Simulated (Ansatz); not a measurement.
# CrC3: the cost of one run

Method: DFT PBE, scalar-relativistic, plane waves, PAW, in Ansatz 0.2.0.

**1. The system as given**

The structure is cubic, space group Pm-3m (No. 221). Conventional cell: a = 3.602 Å, b = 3.602 Å, c = 3.602 Å, α = 90.00°, β = 90.00°, γ = 90.00°. Cr (site symmetry m-3m) has 12 C at 2.55 Å as nearest neighbours. C (site symmetry 4/mmm) is surrounded by 4 Cr at 2.55 Å and 8 C at 2.55 Å.

Coordinates:

```xyz
4
Lattice="3.6016 0.0000 0.0000 0.0000 3.6016 0.0000 0.0000 0.0000 3.6016" Properties=species:S:1:pos:R:3 pbc="T T T"
Cr    0.0000    0.0000    0.0000
C     0.0000    1.8008    1.8008
C     1.8008    0.0000    1.8008
C     1.8008    1.8008    0.0000
```

The cell is invented: species swapped into a database cell of VPt3 (Pm-3m, No. 221), with Cr on the V sites and C on the Pt sites. Lengths come from tabulated atomic sizes and are only a guess.

**2. Probe: one point on a coarse mesh**

input.yaml

```yaml
crystal:
  lattice:
    - [3.60163865, 0.0, 0.0]
    - [0.0, 3.60163865, 0.0]
    - [0.0, 0.0, 3.60163865]
  atoms:
    - { symbol: Cr, position: [0.0, 0.0, 0.0], spin: 3.0 }
    - { symbol: C, position: [0.0, 0.5, 0.5] }
    - { symbol: C, position: [0.5, 0.0, 0.5] }
    - { symbol: C, position: [0.5, 0.5, 0.0] }
basis:
  ecutwfc: 420
kpoints:
  mp_grid: { grid: [6, 6, 6] }
hamiltonian:
  xc: pbe
scf:
  occupations: { method: gaussian, width: 0.1 }
  lower_state_search: "off"
output:
  forces: true
  stress: true
  eigenvalues: true
  populations: true
magnetization:
  spin_polarized: true
```

Launch:

```sh
> ansatz run input.yaml --threads 1 --pin off --max-ram 2048MiB --backend cpu --events-out ev --progress --plain --runs-dir out
```

What time and memory should one allow on 1 thread of Intel Xeon 6975P-C (Granite Rapids), shared host?

About 1.9 s, with a peak of 0.35 GiB.
